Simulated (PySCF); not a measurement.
# Ce(NH2)3: from a template to the relaxed complex

Aim: find the relaxed shape of Ce(NH2)3, test it by its vibrations, and read charges and levels. It is a constructed species; whether it can be made isn't addressed.

The runs use PySCF 2.14.0; PBE0, Ce lcecp-1-SVP with ECP47, N def2-SVP, H def2-SVP; scalar-relativistic core potentials, no spin–orbit coupling.

6 further runs of the same task are left out: 2 for a known fault of the program, 4 that didn't finish.

**1. The starting structure**

10 atoms, charge 0, spin multiplicity 1.

Bond lengths: Ce1–N2 2.347 Å, Ce1–N5 2.347 Å, Ce1–N8 2.347 Å, N2–H3 1.018 Å, N2–H4 1.018 Å, N5–H6 1.018 Å, N5–H7 1.018 Å, N8–H9 1.018 Å, N8–H10 1.018 Å. Angles: N2–Ce1–N5 120.0°, N2–Ce1–N8 120.0°, N5–Ce1–N8 120.0°, Ce1–N2–H3 125.4°, Ce1–N2–H4 125.4°, H3–N2–H4 109.2°, Ce1–N5–H6 125.4°, Ce1–N5–H7 125.4°, H6–N5–H7 109.2°, Ce1–N8–H9 125.4°, Ce1–N8–H10 125.4°, H9–N8–H10 109.2°.

Geometry (Å):

```xyz
10
CeH6N3
Ce    0.00000    0.00000    0.00000
N     2.34680    0.00000    0.00000
H     2.93680    0.00000    0.83000
H     2.93680    0.00000   -0.83000
N    -1.17340    2.03230    0.00000
H    -1.46840    2.54330    0.83000
H    -1.46840    2.54330   -0.83000
N    -1.17340   -2.03230    0.00000
H    -1.46840   -2.54330    0.83000
H    -1.46840   -2.54330   -0.83000
```

Formal oxidation states: Ce +3. Each metal's 1 4f electrons lie in its core potential, so multiplicities, spins and levels count the valence alone.

**2. SCF at the start, singlet**

run.py (the lines that set the calculation) reads:

```python
mol = gto.M(atom='''
Ce     0.00000     0.00000     0.00000
N      2.34680     0.00000     0.00000
H      2.93680     0.00000     0.83000
H      2.93680     0.00000    -0.83000
N     -1.17340     2.03230     0.00000
H     -1.46840     2.54330     0.83000
H     -1.46840     2.54330    -0.83000
N     -1.17340    -2.03230     0.00000
H     -1.46840    -2.54330     0.83000
H     -1.46840    -2.54330    -0.83000''',
    basis={'Ce': 'lcecp-1-SVP', 'N': 'def2-SVP', 'H': 'def2-SVP'},
    ecp={'Ce': 'lcecp-1-SVP'},
    charge=0, spin=0)
mf = dft.RKS(mol, xc='PBE0')
mf.grids.atom_grid = (50, 194)  # f atoms: unpruned, at least (60, 302)
mf = mf.density_fit()  # fitting sets: Ce AutoAux, N def2-universal-JKFIT, H def2-universal-JKFIT
mf.conv_tol = 1e-08; mf.max_cycle = 55
mf.kernel(dm0)  # dm0: free metal ions and neutral atoms
```

Launch:

```bash
$ OMP_NUM_THREADS=2 python run.py
```

Standard output:

```text
init E= -202.785105027733
  HOMO = -0.209834115547324  LUMO = -0.0986177628805684  gap/eV = 3.02635
cycle= 1 E= -199.800064101756  delta_E= 2.99  |g|= 0.316  |ddm|= 3.12
  HOMO = -0.193286491318557  LUMO = -0.0503390087325926  gap/eV = 3.88980
cycle= 2 E= -199.816051203254  delta_E= -0.016  |g|= 0.147  |ddm|= 0.493
  HOMO = -0.190947172978927  LUMO = -0.0671461455985209  gap/eV = 3.36880
cycle= 3 E= -199.82076516724  delta_E= -0.00471  |g|= 0.0646  |ddm|= 0.225
  HOMO = -0.198560171997596  LUMO = -0.0645120506933594  gap/eV = 3.64764
cycle= 4 E= -199.82174746926  delta_E= -0.000982  |g|= 0.0217  |ddm|= 0.0764
  HOMO = -0.196232428064519  LUMO = -0.0631388377868412  gap/eV = 3.62166
cycle= 5 E= -199.821850729677  delta_E= -0.000103  |g|= 0.00201  |ddm|= 0.0233
  HOMO = -0.196553121422528  LUMO = -0.0635589695451735  gap/eV = 3.61896
cycle= 6 E= -199.821852008469  delta_E= -1.28e-06  |g|= 0.000131  |ddm|= 0.00439
  HOMO = -0.196555514092839  LUMO = -0.0635525478503602  gap/eV = 3.61920
cycle= 7 E= -199.821852016304  delta_E= -7.83e-09  |g|= 1.64e-05  |ddm|= 0.000293
  HOMO = -0.196553950186954  LUMO = -0.0635533890720126  gap/eV = 3.61913
Extra cycle  E= -199.821852016364  delta_E= -6e-11  |g|= 1.76e-05  |ddm|= 4.84e-05
converged SCF energy = -199.821852016364
```

It took 3.2 s on 2 threads of Arm Neoverse V1, shared host; peak memory 0.66 GiB.

It gives: E = -199.821852 Eh, HOMO -5.35 eV, LUMO -1.73 eV, Mulliken charge on Ce1 +1.13 e. 

**3. Relaxation, singlet**

Steps are kept in the start's point group, D3h.

run.py (the lines that set the calculation) reads:

```python
mol = gto.M(atom='''
Ce     0.00000     0.00000     0.00000
N      2.34675     0.00004     0.00000
H      2.93677     0.00006     0.83000
H      2.93677     0.00006    -0.83000
N     -1.17341     2.03232     0.00000
H     -1.46844     2.54329     0.83000
H     -1.46844     2.54329    -0.83000
N     -1.17334    -2.03237     0.00000
H     -1.46834    -2.54335     0.83000
H     -1.46834    -2.54335    -0.83000''',
    basis={'Ce': 'lcecp-1-SVP', 'N': 'def2-SVP', 'H': 'def2-SVP'},
    ecp={'Ce': 'lcecp-1-SVP'},
    charge=0, spin=0)
mf = dft.RKS(mol, xc='PBE0')
mf.grids.atom_grid = (50, 194)  # f atoms: unpruned, at least (60, 302)
mf = mf.density_fit()  # fitting sets: Ce AutoAux, N def2-universal-JKFIT, H def2-universal-JKFIT
mf.conv_tol = 1e-08; mf.max_cycle = 55
mf.kernel(dm0)  # dm0: an SCF of this state at this start
# quasi-Newton relaxation in Cartesian coordinates to a largest gradient under 0.00045 Eh/bohr, steps kept in the point group
```

Launch:

```bash
$ OMP_NUM_THREADS=2 python run.py
```

No log is kept here; the results follow.

Run time: 17 s. Hardware: 2 threads of Arm Neoverse V1, shared host.

The steps of the relaxation:

```
step  energy from step 1 (eV)  largest force component (eV/Å)
   1                   0.0000                          1.0154
   2                  -0.0575                          0.4517
   3                  -0.0703                          0.0314
   4                  -0.0704                          0.0009
```

Distances of close pairs at the start and the end, largest changes first:

```
  bond  before (Å)  after (Å)  change (Å)
Ce1–N2       2.347      2.314      -0.032
Ce1–N5       2.347      2.314      -0.032
Ce1–N8       2.347      2.314      -0.032
 N2–H3       1.018      1.022      +0.004
 N2–H4       1.018      1.022      +0.004
 N5–H6       1.018      1.022      +0.004
 N5–H7       1.018      1.022      +0.004
 N8–H9       1.018      1.022      +0.004
```

It ends in D3h at E = -199.824437 Eh.

```
atom     x (Å)     y (Å)     z (Å)
 Ce1   0.00000   0.00000   0.00000
  N2   2.31441   0.00004   0.00000
  H3   2.94469   0.00006   0.80439
  H4   2.94469   0.00006  -0.80439
  N5  -1.15724   2.00432   0.00000
  H6  -1.47239   2.55015   0.80439
  H7  -1.47239   2.55015  -0.80439
  N8  -1.15717  -2.00436   0.00000
  H9  -1.47230  -2.55020   0.80439
 H10  -1.47230  -2.55020  -0.80439
```

**4. Harmonic vibrations**

run.py (the lines that set the calculation) reads:

```python
mol = gto.M(atom='''
Ce     0.00000     0.00000     0.00000
N      2.31441     0.00004     0.00000
H      2.94469     0.00006     0.80439
H      2.94469     0.00006    -0.80439
N     -1.15724     2.00432     0.00000
H     -1.47239     2.55015     0.80439
H     -1.47239     2.55015    -0.80439
N     -1.15717    -2.00436     0.00000
H     -1.47230    -2.55020     0.80439
H     -1.47230    -2.55020    -0.80439''',
    basis={'Ce': 'lcecp-1-SVP', 'N': 'def2-SVP', 'H': 'def2-SVP'},
    ecp={'Ce': 'lcecp-1-SVP'},
    charge=0, spin=0)
mf = dft.RKS(mol, xc='PBE0')
mf.grids.atom_grid = (50, 194)  # f atoms: unpruned, at least (60, 302)
mf = mf.density_fit()  # fitting sets: Ce AutoAux, N def2-universal-JKFIT, H def2-universal-JKFIT
mf.conv_tol = 1e-10; mf.max_cycle = 55
mf.kernel(dm0)  # dm0: the density of the relaxed state
# Hessian and dipole derivatives by central differences of gradients, 0.02 bohr
```

Launch:

```bash
$ OMP_NUM_THREADS=2 python run.py
```

The driver keeps no SCF log for this step, only its results.

Wall time 45 s (2 threads of Arm Neoverse V1, shared host).

Point group D3h; negative numbers are unstable modes, and those under 60 cm⁻¹ are near the numerical noise:

```
cm⁻¹  km/mol  symmetry
-468     0.0       e''
-468     0.0       e''
-435     0.0      a1''
-124    75.8      a2''
 100     0.0        e'
 100     0.0        e'
 263   140.6      a2''
 266     0.0       e''
 266     0.0       e''
 380     0.0       a2'
 421   285.0        e'
 421   285.0        e'
 481   245.2        e'
 481   245.2        e'
 507     0.0       a1'
1521    23.7        e'
1521    23.7        e'
1522     0.0       a1'
3520     8.8        e'
3520     8.8        e'
3520     0.0       a1'
3595     0.0       e''
3595     0.0       e''
3595     2.6      a2''
```

**5. Displaced along the imaginary mode**

No symmetry is imposed.

run.py (the lines that set the calculation) reads:

```python
mol = gto.M(atom='''
Ce     0.00000     0.00000     0.00000
N      2.31441     0.00004    -0.00447
H      2.93844    -0.24987     0.80502
H      2.95094     0.24998    -0.80376
N     -1.15724     2.00432    -0.00974
H     -1.63440     2.44088     0.80576
H     -1.31039     2.65942    -0.80302
N     -1.15717    -2.00436     0.01421
H     -1.43462    -2.59491     0.80239
H     -1.50997    -2.50550    -0.80639''',
    basis={'Ce': 'lcecp-1-SVP', 'N': 'def2-SVP', 'H': 'def2-SVP'},
    ecp={'Ce': 'lcecp-1-SVP'},
    charge=0, spin=0)
mf = dft.RKS(mol, xc='PBE0')
mf.grids.atom_grid = (50, 194)  # f atoms: unpruned, at least (60, 302)
mf = mf.density_fit()  # fitting sets: Ce AutoAux, N def2-universal-JKFIT, H def2-universal-JKFIT
mf.conv_tol = 1e-08; mf.max_cycle = 55
mf.kernel(dm0)  # dm0: an SCF of this state at this start
# quasi-Newton relaxation in Cartesian coordinates to a largest gradient under 0.00045 Eh/bohr, steps kept in the point group
```

Launch:

```bash
$ OMP_NUM_THREADS=2 python run.py
```

No log is kept here; the results follow.

It took 4.5 min on 2 threads of Arm Neoverse V1, shared host.

Step by step: (not every step is listed)

```
step  energy from step 1 (eV)  largest force component (eV/Å)
   1                   0.0000                          1.1299
   2                  -0.1291                          0.1992
   3                  -0.2764                          0.7352
   4                  -0.3148                          1.4722
   5                  -0.4557                          0.9926
   6                  -0.4928                          0.7507
   7                  -0.5470                          0.6481
   8                  -0.5991                          0.3391
   9                  -0.6394                          0.8971
  12                  -0.7262                          0.4800
  15                  -0.8162                          0.7164
  18                  -0.8748                          0.7952
  21                  -0.8945                          0.3175
  24                  -0.9160                          0.1883
  27                  -0.9378                          0.2522
  30                  -0.9438                          0.2181
  33                  -0.9529                          0.1538
  36                  -0.9578                          0.1079
  39                  -0.9608                          0.0467
  42                  -0.9622                          0.0397
  43                  -0.9624                          0.0247
  44                  -0.9626                          0.0355
  45                  -0.9627                          0.0267
  46                  -0.9627                          0.0239
  47                  -0.9628                          0.0219
```

Close pairs (by a distance rule), those that changed most:

```
  bond  before (Å)  after (Å)  change (Å)
Ce1–N8       2.314      2.280      -0.034
Ce1–N2       2.314      2.280      -0.034
Ce1–N5       2.314      2.281      -0.034
 N2–H3       1.052      1.022      -0.030
 N2–H4       1.052      1.022      -0.030
 N5–H6       1.041      1.022      -0.019
 N5–H7       1.040      1.022      -0.018
N8–H10       1.024      1.022      -0.002
```

It ends in Cs at E = -199.860438 Eh.

```
Ce   -0.00799   -0.01903   -0.16377
N     2.26703   -0.00447   -0.01014
H     2.88844   -0.80219    0.13953
H     2.88384    0.80982   -0.04249
N    -1.13617    1.96151   -0.24299
H    -2.14504    2.11891   -0.20741
H    -0.72253    2.89556   -0.26395
N    -1.13984   -1.96630    0.19025
H    -0.73687   -2.89119    0.35308
H    -2.15087   -2.10262    0.24788
```

**6. The relaxed geometry turned into its symmetry frame**

run.py (the lines that set the calculation) reads:

```python
mol = gto.M(atom='''
Ce    -0.00147    -0.00414    -0.03842
N      2.27355     0.00930     0.11533
H      2.89155    -0.79163     0.26127
H      2.89377     0.82124     0.08732
N     -1.12876     1.97666    -0.11285
H     -2.13852     2.12947    -0.08159
H     -0.71917     2.91230    -0.14233
N     -1.13419    -1.95217     0.31087
H     -0.72716    -2.87370     0.48169
H     -2.14435    -2.09205     0.37370''',
    basis={'Ce': 'lcecp-1-SVP', 'N': 'def2-SVP', 'H': 'def2-SVP'},
    ecp={'Ce': 'lcecp-1-SVP'},
    charge=0, spin=0)
mf = dft.RKS(mol, xc='PBE0')
mf.grids.atom_grid = (50, 194)  # f atoms: unpruned, at least (60, 302)
mf = mf.density_fit()  # fitting sets: Ce AutoAux, N def2-universal-JKFIT, H def2-universal-JKFIT
mf.conv_tol = 1e-08; mf.max_cycle = 55
mf.kernel(dm0)  # dm0: free metal ions and neutral atoms
```

Launch:

```bash
$ OMP_NUM_THREADS=2 python run.py
```

Standard output:

```text
init E= -202.834599217931
  HOMO = -0.219767703618992  LUMO = -0.0949855464200127  gap/eV = 3.39550
cycle= 1 E= -199.826819863942  delta_E= 3.01  |g|= 0.371  |ddm|= 3.12
  HOMO = -0.220518742539893  LUMO = -0.0195902004026891  gap/eV = 5.46754
cycle= 2 E= -199.834021085319  delta_E= -0.0072  |g|= 0.304  |ddm|= 0.663
  HOMO = -0.201752794088646  LUMO = -0.0383374802064935  gap/eV = 4.44676
cycle= 3 E= -199.856338501977  delta_E= -0.0223  |g|= 0.132  |ddm|= 0.424
  HOMO = -0.215267450476154  LUMO = -0.0405950790259482  gap/eV = 4.75308
cycle= 4 E= -199.860382802496  delta_E= -0.00404  |g|= 0.0136  |ddm|= 0.112
  HOMO = -0.214264072136886  LUMO = -0.0388649576914304  gap/eV = 4.77285
cycle= 5 E= -199.860441193797  delta_E= -5.84e-05  |g|= 0.00217  |ddm|= 0.029
  HOMO = -0.214588462426457  LUMO = -0.0392570462856945  gap/eV = 4.77101
cycle= 6 E= -199.860442969171  delta_E= -1.78e-06  |g|= 0.000294  |ddm|= 0.00534
  HOMO = -0.214588552095478  LUMO = -0.0392573258643552  gap/eV = 4.77101
cycle= 7 E= -199.860442970607  delta_E= -1.44e-09  |g|= 0.000327  |ddm|= 0.00058
  HOMO = -0.214586694237728  LUMO = -0.0392556663136325  gap/eV = 4.77100
cycle= 8 E= -199.860442996321  delta_E= -2.57e-08  |g|= 3.58e-05  |ddm|= 0.000292
  HOMO = -0.214586275456548  LUMO = -0.039255476371725  gap/eV = 4.77099
cycle= 9 E= -199.860442996677  delta_E= -3.57e-10  |g|= 8.35e-06  |ddm|= 4.85e-05
  HOMO = -0.214585719401185  LUMO = -0.0392565330625203  gap/eV = 4.77095
Extra cycle  E= -199.86044299668  delta_E= -2.79e-12  |g|= 9.23e-06  |ddm|= 2.38e-05
converged SCF energy = -199.86044299668
```

Run time: 2.1 s. Hardware: 2 threads of Arm Neoverse V1, shared host.

Result: E = -199.860443 Eh, HOMO -5.84 eV, LUMO -1.07 eV, Mulliken charge on Ce1 +0.99 e. 

**7. Harmonic vibrations**

run.py (the lines that set the calculation), as its differences from that of step 6:

```diff
@@ -17,3 +17,4 @@
 mf = mf.density_fit()  # fitting sets: Ce AutoAux, N def2-universal-JKFIT, H def2-universal-JKFIT
-mf.conv_tol = 1e-08; mf.max_cycle = 55
-mf.kernel(dm0)  # dm0: free metal ions and neutral atoms
+mf.conv_tol = 1e-10; mf.max_cycle = 55
+mf.kernel(dm0)  # dm0: the density of the relaxed state
+# Hessian and dipole derivatives by central differences of gradients, 0.02 bohr
```

Launch:

```bash
$ OMP_NUM_THREADS=2 python run.py
```

No log is kept here; the results follow.

It took 2.9 min on 2 threads of Arm Neoverse V1, shared host.

Point group Cs; negative numbers are unstable modes, and those under 60 cm⁻¹ are near the numerical noise:

```
cm⁻¹  km/mol  symmetry
  24    14.6        a'
 101     0.0       a''
 107     0.0        a'
 291     0.1        a'
 294     0.0       a''
 298     0.0       a''
 311     0.0       a''
 400     5.9        a'
 406     5.4       a''
 505     0.8        a'
 514   143.7       a''
 515   195.2        a'
 518    91.8       a''
 520    49.7        a'
 536   628.8        a'
1522    21.7       a''
1522    19.1        a'
1526     1.6        a'
3516     5.8        a'
3520     7.2       a''
3521     1.7        a'
3601     1.8       a''
3605     0.8       a''
3605     2.9        a'
```

**8. Properties on a finer grid**

run.py (the lines that set the calculation) reads:

```python
mol = gto.M(atom='''
Ce    -0.00799    -0.01903    -0.16377
N      2.26703    -0.00447    -0.01014
H      2.88844    -0.80219     0.13953
H      2.88384     0.80982    -0.04249
N     -1.13617     1.96151    -0.24299
H     -2.14504     2.11891    -0.20741
H     -0.72253     2.89556    -0.26395
N     -1.13984    -1.96630     0.19025
H     -0.73687    -2.89119     0.35308
H     -2.15087    -2.10262     0.24788''',
    basis={'Ce': 'lcecp-1-SVP', 'N': 'def2-SVP', 'H': 'def2-SVP'},
    ecp={'Ce': 'lcecp-1-SVP'},
    charge=0, spin=0)
mf = dft.RKS(mol, xc='PBE0')
mf.grids.atom_grid = (75, 302)  # f atoms: unpruned, at least (60, 302)
mf = mf.density_fit()  # fitting sets: Ce AutoAux, N def2-universal-JKFIT, H def2-universal-JKFIT
mf.conv_tol = 1e-09; mf.max_cycle = 55
mf.kernel(dm0)  # dm0: the density of the relaxed state
```

Launch:

```bash
$ OMP_NUM_THREADS=2 python run.py
```

Standard output:

```text
init E= -199.860431769688
  HOMO = -0.214588012661341  LUMO = -0.0392579528526227  gap/eV = 4.77097
cycle= 1 E= -199.860431756079  delta_E= 1.36e-08  |g|= 0.00029  |ddm|= 0.000382
  HOMO = -0.214584265529692  LUMO = -0.0392579294725302  gap/eV = 4.77087
cycle= 2 E= -199.860431709043  delta_E= 4.7e-08  |g|= 0.00053  |ddm|= 0.000679
  HOMO = -0.214586594300631  LUMO = -0.0392577681130781  gap/eV = 4.77094
cycle= 3 E= -199.860431776181  delta_E= -6.71e-08  |g|= 2.81e-06  |ddm|= 0.000437
  HOMO = -0.214586711622204  LUMO = -0.0392577937364003  gap/eV = 4.77094
cycle= 4 E= -199.860431776184  delta_E= -3.01e-12  |g|= 6.73e-07  |ddm|= 3.77e-06
  HOMO = -0.214586581877433  LUMO = -0.0392578094433951  gap/eV = 4.77094
Extra cycle  E= -199.860431776183  delta_E= 8.53e-13  |g|= 1.12e-06  |ddm|= 1.59e-06
converged SCF energy = -199.860431776183
```

Run time: 22 s. Hardware: 2 threads of Arm Neoverse V1, shared host.

Read off: E = -199.860432 Eh, HOMO -5.84 eV, LUMO -1.07 eV, Mulliken charge on Ce1 +0.99 e, largest force component 0.022 eV/Å. 

Löwdin charges:

```
atom  value (e)
 Ce1       0.67
  N2      -0.35
  H3       0.06
  H4       0.06
  N5      -0.35
  H6       0.06
  H7       0.06
  N8      -0.35
  H9       0.06
 H10       0.06
```

Mulliken charges: Ce1 +0.99, N2 -0.57, H3 +0.12, H4 +0.12, N5 -0.57, H6 +0.12, H7 +0.12, N8 -0.57, H9 +0.12, H10 +0.12 e.

Contacts (the nearest donor of each ligand) and Mayer bond orders:

```
     contact  distance (Å)  bond order
Ce1–N2 (NH2)         2.280        1.06
Ce1–N5 (NH2)         2.281        1.06
Ce1–N8 (NH2)         2.280        1.06
```

Mulliken populations of Ce1 outside the core potential: s 2.15, p 6.26, d 1.53, f 0.07.

Orbitals, density, ELF and potential are computed afterwards from the orbital file.

Frontier orbitals at PBE0, with the share of their density that lies nearest to each atom:

```
orbital  energy (eV)                              lies on
 HOMO-1        -6.29            N2 48 %; N5 20 %; Ce1 9 %
   HOMO        -5.84           N2, N5, N8 about 25 % each
   LUMO        -1.07  Ce1 56 %; N2, N5, N8 about 7 % each
```

ELF in a plane through or near 10 of the atoms.

Ten even steps from ' ' (0.00) to '@' (0.98):
```
                                                        
                                                        
                                                        
                ....                                    
            ..##%%%%**..          ..++**++::            
            --@@@@@@%%::          ++@@@@@@##..          
            ..**@@@@##--        ..++@@@@@@++            
        --**####--..##++....::  --##******--::          
      ..%%@@@@@@**++%%====%%%%++--%%--==%%@@@@##..      
        **@@@@##++++--==##----%%==++####%%@@@@%%::      
          ::::..    ..##%%----%%**  ....--####--        
                      ::++******--                      
                      ::==**++--                        
                  ..--****++++**--                      
                ::**@@@@%%--**@@@@##..                  
                ==%%@@@@%%++##@@@@@@--                  
                ..--####--..::%%@@**                    
                                ..                      
                                                        
                                                        
```
The map spans 11.1 Å across and 11.1 Å up, centred on the molecule. Atoms in the plane (x, y in Å): Ce1 (0.0, 0.0), N2 (-0.1, -2.3), H3 (0.7, -2.9), H4 (-1.0, -2.8), N5 (-1.9, 1.2), H6 (-2.0, 2.2), H7 (-2.9, 0.9), N8 (2.0, 1.0), H9 (2.9, 0.6), H10 (2.2, 2.0).

log10 of the density (e/Å³) in the same plane.

Ten even steps from '0' (-4.0) to '9' (1.8):
```
0000000000000000000000000000
0000000000000000000000000000
0000000000000000000000000000
0000001222210000011111000000
0000012344322111233332100000
0000124566543222345554310000
0001234677654333456765321000
0012345677765555567765432100
0012356777766776678876542100
0012345566667667666666542100
0001233444567667654444431100
0000012223456666543332210000
0000000123456666532211000000
0000000123567986543210000000
0000000134567777643210000000
0000000134566666543200000000
0000000123444444432100000000
0000000001222222221000000000
0000000000000000000000000000
0000000000000000000000000000
```
The map spans 11.1 Å across and 11.1 Å up, centred on the molecule. Atoms in the plane (x, y in Å): Ce1 (0.0, 0.0), N2 (-0.1, -2.3), H3 (0.7, -2.9), H4 (-1.0, -2.8), N5 (-1.9, 1.2), H6 (-2.0, 2.2), H7 (-2.9, 0.9), N8 (2.0, 1.0), H9 (2.9, 0.6), H10 (2.2, 2.0).

On the surface of density 0.002 e/bohr³ the electrostatic potential runs, from the 1st to the 99th percentile, from -1.11 V near N8 to 3.48 V near Ce1.

**9. Outcome**

| quantity | value |
| --- | --- |
| state and point group | singlet in the valence, Cs |
| first geometry: modes | -468 to 3595 cm⁻¹, 4 unstable |
| first geometry: strongest infrared band (modes within 1.5 cm⁻¹ summed) | 421 cm⁻¹ (570 km/mol) |
| modes | 24 to 3605 cm⁻¹, none unstable |
| strongest infrared band (modes within 1.5 cm⁻¹ summed) | 536 cm⁻¹ (629 km/mol) |
| zero-point energy | 1.939 eV |
| ideal gas, 298 K, 1 bar | S = 394.6, Cp = 129.4 J/(mol K) |
| metal–ligand contacts | 2.28 Å |
| frontier levels | HOMO -5.84 eV, LUMO -1.07 eV |
| dipole | 0.53 D |
| mean polarisability | 10.2 Å³ |

In words: At the first geometry 4 modes are unstable, so this structure is a saddle point; the molecule was then pushed along the lowest one and relaxed again. All modes are real within the noise of the softest ones, so the structure is a minimum. The metal carries +0.67 e by Löwdin's partition against a formal +3, and bond orders to the nearest donors reach 1.06. Both measures hang on the basis. Leaving the first, D3h structure gained 0.98 eV and gave Cs. One start shape was tried, so another isomer may lie lower. These are double-zeta-type bases without diffuse functions. Spin–orbit coupling is left out.
